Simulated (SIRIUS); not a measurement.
# TlPt (P6/mmm) in SIRIUS: reference runs

Aim: a first look at TlPt with PBEsol, on the cell as given.

All numbers are computed with SIRIUS 7.12.0; they aren't measurements. Logs are shortened: lines on timing, memory, paths and dates and some standing lists are left out, and cuts for length are marked. The log counts tension as positive stress, the text compression.

## (1) The crystal as given

The structure is hexagonal, space group P6/mmm (No. 191). Conventional cell: a = 5.605 Å, b = 5.605 Å, c = 4.639 Å, α = 90.00°, β = 90.00°, γ = 120.00°. Tl (site symmetry mmm) has 4 Tl at 2.80 Å and 6 Pt at 2.80 to 2.83 Å as nearest neighbours. Pt (site symmetry -6m2) has 6 Tl at 2.83 Å and 3 Pt at 3.24 Å as nearest neighbours. Pt (site symmetry 6/mmm) is surrounded by 6 Tl at 2.80 Å.

## (2) Single point, PBEsol

File sirius.json:

```json
{
  "control": {
    "processing_unit": "cpu",
    "std_evp_solver_name": "lapack",
    "gen_evp_solver_name": "lapack",
    "verbosity": 2,
    "print_forces": true,
    "ortho_rf": true,
    "use_second_variation": true,
    "rmt_max": 3.0,
    "num_bands_to_print": 24,
    "save_wf": true
  },
  "parameters": {
    "electronic_structure_method": "full_potential_lapwlo",
    "xc_functionals": ["XC_GGA_X_PBE_SOL", "XC_GGA_C_PBE_SOL"],
    "core_relativity": "dirac",
    "valence_relativity": "iora",
    "num_fv_states": 118,
    "smearing": "fermi_dirac",
    "smearing_width": 0.0018374661,
    "pw_cutoff": 20,
    "gk_cutoff": 3.61,
    "lmax_apw": 11,
    "lmax_rho": 8,
    "lmax_pot": 8,
    "num_mag_dims": 0,
    "auto_rmt": 0,
    "ngridk": [6, 6, 6],
    "shiftk": [0, 0, 0],
    "num_dft_iter": 80,
    "energy_tol": 1e-07,
    "density_tol": 1e-05,
    "use_symmetry": true
  },
  "settings": {"tol_ne": 1e-10},
  "iterative_solver": {"type": "exact"},
  "mixer": {"type": "anderson", "beta": 0.5, "max_history": 8},
  "unit_cell": {
    "lattice_vectors": [[10.5919149285, 0.0, 0.0], [-5.2959574643, 9.1728674028, 0.0], [0.0, 0.0, 8.7664394921]],
    "atom_types": ["Pt", "Tl"],
    "atom_files": {"Pt": "Pt.json", "Tl": "Tl.json"},
    "atoms": {
      "Pt": [[0.6666666667, 0.3333333333, 0.5], [0.3333333333, 0.6666666667, 0.5], [0.0, 0.0, 0.0]],
      "Tl": [[0.0, 0.5, 0.0], [0.5, 0.5, 0.0], [0.5, 0.0, 0.0]]
    }
  }
}
```

File Pt.json:

```json
{
  "name": "platinum",
  "symbol": "Pt",
  "number": 78,
  "mass": 195.084,
  "rmin": 1e-06,
  "rmt": 2.55,
  "nrmt": 800,
  "rinf": 13.69,
  "core": "1s2s2p3s3p3d4s4p4d",
  "valence": [
[... 17 lines left out ...]
    {"l": 0, "basis": [{"enu": 0.17, "dme": 0, "n": 0, "auto": 0}, {"enu": 2.6306, "dme": 0, "n": 0, "auto": 0}]},
    {"l": 1, "basis": [{"enu": 0.17, "dme": 0, "n": 0, "auto": 0}, {"enu": 0.17, "dme": 1, "n": 0, "auto": 0}]},
    {
      "l": 1,
      "basis": [{"enu": -1.6742, "dme": 0, "n": 5, "auto": 1}, {"enu": -1.6742, "dme": 1, "n": 5, "auto": 1}]
    },
    {
      "l": 1,
      "basis": [{"enu": -1.6742, "dme": 1, "n": 5, "auto": 1}, {"enu": 0.17, "dme": 0, "n": 0, "auto": 0}]
    },
    {"l": 1, "basis": [{"enu": 0.17, "dme": 0, "n": 0, "auto": 0}, {"enu": 2.9997, "dme": 0, "n": 0, "auto": 0}]},
    {"l": 2, "basis": [{"enu": 0.17, "dme": 0, "n": 0, "auto": 0}, {"enu": 0.17, "dme": 1, "n": 0, "auto": 0}]},
    {"l": 2, "basis": [{"enu": 0.17, "dme": 1, "n": 0, "auto": 0}, {"enu": 0.17, "dme": 2, "n": 0, "auto": 0}]},
    {"l": 2, "basis": [{"enu": 0.17, "dme": 0, "n": 0, "auto": 0}, {"enu": 2.5691, "dme": 0, "n": 0, "auto": 0}]},
    {"l": 3, "basis": [{"enu": 0.17, "dme": 0, "n": 0, "auto": 0}, {"enu": 0.17, "dme": 1, "n": 0, "auto": 0}]},
    {
      "l": 3,
      "basis": [{"enu": -2.2156, "dme": 0, "n": 4, "auto": 1}, {"enu": -2.2156, "dme": 1, "n": 4, "auto": 1}]
    },
    {
      "l": 3,
      "basis": [{"enu": -2.2156, "dme": 1, "n": 4, "auto": 1}, {"enu": 0.17, "dme": 0, "n": 0, "auto": 0}]
    },
    {"l": 3, "basis": [{"enu": 0.17, "dme": 0, "n": 0, "auto": 0}, {"enu": 3.7379, "dme": 0, "n": 0, "auto": 0}]},
    {"l": 4, "basis": [{"enu": 0.17, "dme": 0, "n": 0, "auto": 0}, {"enu": 0.17, "dme": 1, "n": 0, "auto": 0}]},
    {"l": 4, "basis": [{"enu": 0.17, "dme": 0, "n": 0, "auto": 0}, {"enu": 3.1227, "dme": 0, "n": 0, "auto": 0}]}
  ],
  "free_atom": [... radial grid and density of the free atom, the start of the SCF ...]
}
```

File Tl.json:

```json
{
  "name": "thallium",
  "symbol": "Tl",
  "number": 81,
  "mass": 204.3833,
  "rmin": 1e-06,
  "rmt": 2.55,
  "nrmt": 800,
  "rinf": 19.46,
  "core": "1s2s2p3s3p3d4s4p4d",
  "valence": [
    {"basis": [{"enu": 0.07, "dme": 0, "n": 0, "auto": 0}, {"enu": 0.07, "dme": 1, "n": 0, "auto": 0}]},
    {"l": 0, "n": 1, "basis": [{"enu": 0.0876, "dme": 0, "n": 0, "auto": 0}]},
    {"l": 1, "n": 2, "basis": [{"enu": 0.17, "dme": 0, "n": 0, "auto": 0}]},
    {"l": 2, "n": 3, "basis": [{"enu": 0.17, "dme": 0, "n": 0, "auto": 0}]},
    {"l": 3, "n": 4, "basis": [{"enu": 0.17, "dme": 0, "n": 0, "auto": 0}]},
    {"l": 4, "n": 5, "basis": [{"enu": 0.17, "dme": 0, "n": 0, "auto": 0}]}
  ],
  "lo": [
    {
      "l": 0,
      "basis": [{"enu": 0.0876, "dme": 0, "n": 0, "auto": 0}, {"enu": 0.0876, "dme": 1, "n": 0, "auto": 0}]
    },
    {
      "l": 0,
      "basis": [{"enu": -4.5368, "dme": 0, "n": 5, "auto": 1}, {"enu": -4.5368, "dme": 1, "n": 5, "auto": 1}]
    },
    {
      "l": 0,
      "basis": [{"enu": -4.5368, "dme": 1, "n": 5, "auto": 1}, {"enu": 0.0876, "dme": 0, "n": 0, "auto": 0}]
    },
    {
      "l": 0,
      "basis": [{"enu": 0.0876, "dme": 0, "n": 0, "auto": 0}, {"enu": 2.5482, "dme": 0, "n": 0, "auto": 0}]
    },
    {"l": 1, "basis": [{"enu": 0.17, "dme": 0, "n": 0, "auto": 0}, {"enu": 0.17, "dme": 1, "n": 0, "auto": 0}]},
[... 15 lines left out ...]
      "l": 2,
      "basis": [{"enu": -0.3114, "dme": 1, "n": 5, "auto": 1}, {"enu": 0.17, "dme": 0, "n": 0, "auto": 0}]
    },
    {"l": 2, "basis": [{"enu": 0.17, "dme": 0, "n": 0, "auto": 0}, {"enu": 3.3688, "dme": 0, "n": 0, "auto": 0}]},
    {"l": 3, "basis": [{"enu": 0.17, "dme": 0, "n": 0, "auto": 0}, {"enu": 0.17, "dme": 1, "n": 0, "auto": 0}]},
    {
      "l": 3,
      "basis": [{"enu": -3.9551, "dme": 0, "n": 4, "auto": 1}, {"enu": -3.9551, "dme": 1, "n": 4, "auto": 1}]
    },
    {
      "l": 3,
      "basis": [{"enu": -3.9551, "dme": 1, "n": 4, "auto": 1}, {"enu": 0.17, "dme": 0, "n": 0, "auto": 0}]
    },
    {"l": 3, "basis": [{"enu": 0.17, "dme": 0, "n": 0, "auto": 0}, {"enu": 3.7379, "dme": 0, "n": 0, "auto": 0}]},
    {"l": 4, "basis": [{"enu": 0.17, "dme": 0, "n": 0, "auto": 0}, {"enu": 0.17, "dme": 1, "n": 0, "auto": 0}]},
    {"l": 4, "basis": [{"enu": 0.17, "dme": 0, "n": 0, "auto": 0}, {"enu": 3.1227, "dme": 0, "n": 0, "auto": 0}]}
  ],
  "free_atom": [... radial grid and density of the free atom, the start of the SCF ...]
}
```

File sirius_start.json:

```json
{
  "control": {
    "processing_unit": "cpu",
    "std_evp_solver_name": "lapack",
    "gen_evp_solver_name": "lapack",
    "verbosity": 1,
    "print_forces": false,
    "ortho_rf": true,
    "use_second_variation": true,
    "rmt_max": 3.0,
    "num_bands_to_print": 24,
    "save_wf": false
  },
  "parameters": {
    "electronic_structure_method": "full_potential_lapwlo",
    "xc_functionals": ["XC_LDA_X", "XC_LDA_C_PW"],
    "core_relativity": "dirac",
    "valence_relativity": "iora",
    "num_fv_states": 118,
    "smearing": "fermi_dirac",
    "smearing_width": 0.0055123983,
    "pw_cutoff": 20,
    "gk_cutoff": 2.89,
    "lmax_apw": 11,
    "lmax_rho": 8,
    "lmax_pot": 8,
    "num_mag_dims": 0,
    "auto_rmt": 0,
    "ngridk": [2, 2, 2],
    "shiftk": [0, 0, 0],
    "num_dft_iter": 30,
    "energy_tol": 0.01,
    "density_tol": 0.05,
    "use_symmetry": true
  },
  "settings": {"tol_ne": 1e-10},
  "iterative_solver": {"type": "exact"},
  "mixer": {"type": "anderson", "beta": 0.5, "max_history": 8},
  "unit_cell": {
    "lattice_vectors": [[10.5919149285, 0.0, 0.0], [-5.2959574643, 9.1728674028, 0.0], [0.0, 0.0, 8.7664394921]],
    "atom_types": ["Pt", "Tl"],
    "atom_files": {"Pt": "Pt.json", "Tl": "Tl.json"},
    "atoms": {
      "Pt": [[0.6666666667, 0.3333333333, 0.5], [0.3333333333, 0.6666666667, 0.5], [0.0, 0.0, 0.0]],
      "Tl": [[0.0, 0.5, 0.0], [0.5, 0.5, 0.0], [0.5, 0.0, 0.0]]
    }
  }
}
```

Potentials or basis: all-electron FP-LAPW, apw+lo standard.

Command:

```console
$ OMP_NUM_THREADS=1 sirius.scf --input=sirius_start.json --output=start.json
$ OMP_NUM_THREADS=1 sirius.scf --input=sirius.json --output=output.json --task=1
```

Standard output:

```text
[info] SIRIUS version : 7.12.0
[info] number of MPI ranks           : 1
[info] MPI grid                      : 1 1
[info] maximum number of OMP threads : 1
[fft] FFT context for density and potential
[fft] =====================================
[fft]   plane wave cutoff                     : 20
[fft]   grid size                             : 72 72 60   total : 311040
[fft]   grid limits                           : -35 36   -35 36   -29 30
[fft]   number of G-vectors within the cutoff : 115129
[fft]   number of G-shells                    : 5452
[fft] FFT context for coarse grid
[fft] =====================================
[fft]   plane wave cutoff                     : 7.22
[fft]   grid size                             : 27 27 24   total : 17496
[fft]   grid limits                           : -13 13   -13 13   -11 12
[fft]   number of G-vectors within the cutoff : 5409
[fft]   number of G-shells                    : 317
[unit cell] lattice vectors
[unit cell]   a1 :      10.5919149285      0.0000000000      0.0000000000
[unit cell]   a2 :      -5.2959574643      9.1728674028      0.0000000000
[unit cell]   a3 :       0.0000000000      0.0000000000      8.7664394921
[unit cell] reciprocal lattice vectors
[unit cell]   b1 :       0.5932057942      0.3424875250     -0.0000000000
[unit cell]   b2 :       0.0000000000      0.6849750499      0.0000000000
[unit cell]   b3 :       0.0000000000     -0.0000000000      0.7167317259
[unit cell] unit cell volume :       851.73175481 [a.u.^3]
[unit cell] 1/sqrt(omega)    :         0.03426483
[unit cell] MT volume        :       416.73540709 (48.93%)
[unit cell] IT volume        :       434.99634772 (51.07%)
[unit cell] number of atom types : 2
[unit cell] type id : 0 symbol : Pt mt_radius :   2.550000 num_atoms : 3
[unit cell] type id : 1 symbol : Tl mt_radius :   2.550000 num_atoms : 3
[unit cell] total number of atoms : 6
[unit cell] number of symmetry classes : 3
[unit cell] atom id  type id  class id             position                      vector_field
[unit cell] ------------------------------------------------------------------------------------------
[unit cell]      0        0        0      0.66667   0.33333   0.50000      0.00000   0.00000   0.00000
[unit cell]      1        0        0      0.33333   0.66667   0.50000      0.00000   0.00000   0.00000
[unit cell]      2        0        1      0.00000   0.00000   0.00000      0.00000   0.00000   0.00000
[unit cell]      3        1        2      0.00000   0.50000   0.00000      0.00000   0.00000   0.00000
[unit cell]      4        1        2      0.50000   0.50000   0.00000      0.00000   0.00000   0.00000
[unit cell]      5        1        2      0.50000   0.00000   0.00000      0.00000   0.00000   0.00000
[unit cell] atom id         position (Cartesian, a.u.)
[unit cell] ---------------------------------------------
[unit cell]      0       5.295957    3.057622    4.383220
[unit cell]      1      -0.000000    6.115245    4.383220
[... 576 lines left out ...]
[find] converged after 12 SCF iterations!
Warning in function "check_num_electrons" at src/density/density.cpp:1179
wrong number of electrons
  obtained value : 477
  target value : 477
  difference : 1.90643e-05
  total core leakage : 1.5135e-07
    atom class : 0, core leakage : 4.51643e-08
    atom class : 1, core leakage : 4.531e-08
    atom class : 2, core leakage : 5.23709e-09
[find] Charges and magnetic moments
[find] --------------------------------------------------------------------------------
[find] atom      charge    core leakage
[find] --------------------------------------------------------------------------------
[find]    0   76.595718    4.516433e-08
[find]    1   76.595718    4.516433e-08
[find]    2   76.627141    4.531000e-08
[find]    3   79.304710    5.237088e-09
[find]    4   79.304710    5.237088e-09
[find]    5   79.304710    5.237088e-09
[find] total core leakage    : 1.51349909e-07
[find] interstitial charge   : 9.267276
[find] total charge          : 476.999981
[find] Energy
[find] --------------------------------------------------------------------------------
[find] valence_eval_sum               :    -364.31052518
[find] core_eval_sum                  :  -71189.94813865
[find] kinetic energy                 :  133805.84570498
[find] enuc                           : -146553.46822567
[find] <rho|V^{XC}>                   :   -2879.42441733
[find] <rho|E^{XC}>                   :   -2185.79734835
[find] <mag|B^{XC}>                   :       0.00000000
[find] <rho|V^{H}>                    : -202480.67995149
[find] smearing (-TS)                 :      -0.00117210
[find] SCF correction                 :       0.00026984
[find] Total energy                   : -116173.75957494 (Ha), -232347.51914988 (Ry)
[find] Free energy (E-TS)             : -116173.76074704 (Ha), -232347.52149408 (Ry)
[find] band gap (eV)                  :       0.00000000
[find] Efermi                         :       0.28623809
[ground_state]
[ground_state] ==== total Forces in Ha/bohr =====
[ground_state] atom:    0, force:      -0.0000000      0.0000000     -0.0000000
[ground_state] atom:    1, force:       0.0000000     -0.0000000      0.0000000
[ground_state] atom:    2, force:       0.0000000      0.0000000      0.0000000
[ground_state] atom:    3, force:       0.0000000      0.0000000      0.0000000
[ground_state] atom:    4, force:       0.0000000      0.0000000      0.0000000
[ground_state] atom:    5, force:       0.0000000      0.0000000      0.0000000
[ground_state] ==== contribution from density =====
[ground_state] atom:    0, force:      -0.0000000      0.0000000     -0.0000000
[ground_state] atom:    1, force:       0.0000000     -0.0000000      0.0000000
[ground_state] atom:    2, force:       0.0000000      0.0000000      0.0000000
[ground_state] atom:    3, force:       0.0000000      0.0000000      0.0000000
[ground_state] atom:    4, force:       0.0000000      0.0000000      0.0000000
[ground_state] atom:    5, force:       0.0000000      0.0000000      0.0000000
[ground_state] ==== contribution from Hartree potential =====
[ground_state] atom:    0, force:       0.0000000     -0.0000000     -0.0000000
[ground_state] atom:    1, force:       0.0000000      0.0000000      0.0000000
[ground_state] atom:    2, force:       0.0000000      0.0000000      0.0000000
[ground_state] atom:    3, force:       0.0000000      0.0000000      0.0000000
[ground_state] atom:    4, force:       0.0000000      0.0000000      0.0000000
[ground_state] atom:    5, force:       0.0000000      0.0000000      0.0000000
[ground_state] ==== contribution from IBS =====
[ground_state] atom:    0, force:      -0.0000000      0.0000000      0.0000000
[ground_state] atom:    1, force:       0.0000000     -0.0000000      0.0000000
[ground_state] atom:    2, force:       0.0000000      0.0000000      0.0000000
[ground_state] atom:    3, force:       0.0000000      0.0000000      0.0000000
[ground_state] atom:    4, force:       0.0000000      0.0000000      0.0000000
[ground_state] atom:    5, force:       0.0000000      0.0000000      0.0000000
```

Run time: 20 min. Hardware: 1 thread of Arm Neoverse V2, shared host; peak memory 1.4 GiB.

What came out:

- Free energy: -3161249.0753 eV
- Band gap on the k mesh: none (metal or under the smearing width)
- All electrons inside the program's atomic spheres: Tl 79.30; Pt 76.60, 76.63 (radii Pt 2.55, Tl 2.55 bohr)

The run has no spin-orbit coupling, so splittings on Pt, Tl are missing.
